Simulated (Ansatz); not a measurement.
**CoH+ (quartet): from Hartree-Fock to the top rungs, def2-QZVPP**

The task here is to estimate one member of a computed series from the others.

Program: Ansatz 0.2.0, Gaussian basis. Level of theory: def2-QZVPP, core rule «outside noble gas», up to 9 orbitals frozen. These are calculated values, not measurements.

The runs, in order: UHF; ROHF; CCSD(T) on UHF.

2 further runs of the same task are left out: 2 set aside as unsound or not needed.

**The system**

The geometry is a PBE0/def2-TZVP stationary point (not a proven minimum) of the parent state, kept for this charge and spin.

2 atoms, charge 1, spin multiplicity 4.

Atoms are counted from 1 here; the program's logs count them from 0.

Bond lengths: Co1–H2 1.524 Å.

Set-up of the first run:

Input file in.yaml:

```yaml
crystal:
  periodic: [false, false, false]
  atoms:
    - {symbol: Co, position_ang: [0.000000, 0.000000, 0.000000]}
    - {symbol: H, position_ang: [0.000000, 0.000000, 1.524200]}
basis:
  gaussian: {orbitals: "def2-QZVPP.json"}
total_charge: 1
magnetization: {spin_polarized: true, initial_magnetization: 3}
hamiltonian: {xc: hf}
output: {orbitals: {seedname: orbitals}}
```

On the command line:

```
$ ansatz run in.yaml --threads 1 --pin off --events-out ev --progress --plain --max-ram 4096MiB --backend cpu
```

Among the steps run: UHF; ROHF; CCSD(T) on UHF.

One of the session's tables, all rows but one given; the rest of the session is left out.

| method | from UCCSD(T) (kcal/mol) |
| --- | --- |
| ROHF | +179.10 |
| UHF | ? |
| UMP2 | +11.32 |
| UCCSD | +5.37 |
| UCCSD(T) | 0 |

Q: Estimate the row for UHF from the others.

The run gave: from UCCSD(T) (kcal/mol): +171.50. In the column «from UCCSD(T) (kcal/mol)» it lies between UMP2 (+11.32) and ROHF (+179.10).
